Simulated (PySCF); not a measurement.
# C2H4ClGa: the cost of one run

The runs use PySCF 2.14.0, with density-fitted response routines of our own; the level of theory stands in each step. All values are computed, except where a source is named. Atoms are numbered from 0 throughout.

## Step 1: The starting structure

8 atoms, charge 0, multiplicity 1; geometry from: GFN2-xTB. The atoms were then displaced at random by about 0.01 Å, so the start is not that level's minimum.

Bonds of the start (Å): C0–C1 1.30, C1–Ga2 2.00, Ga2–Cl3 2.12, C0–H4 1.10, C0–H5 1.10, C1–H6 1.08, Ga2–H7 1.60.

## Step 2: Relaxing the molecule at PBE0-D3(BJ)/def2-SVP

Job settings and geometry (Å):

```
{"job": {"xc": "PBE0", "basis": "def2-SVP", "d3": "d3bj", "grid": 1, "shake": 0.01, "kind": "geom"}, "charge": 0, "multiplicity": 1}
C     -1.387660     0.207570     0.300660
C     -0.483160    -0.479340    -0.333130
Ga     1.430640     0.055700    -0.091080
Cl     3.123180    -0.884130    -0.957210
H     -2.469170     0.014090     0.211610
H     -1.138370     1.078820     0.921960
H     -0.748280    -1.320830    -0.960520
H      1.727950     1.308980     0.855240
```

The run is started by

```console
$ OMP_NUM_THREADS=1 python probes_run.py task.json out
```

This one command runs all jobs of the session in turn.

Q: Estimate the wall time and peak memory of this first job on 1 thread of Arm Neoverse V2, shared host.

About 25 s, with a peak of 0.41 GiB.
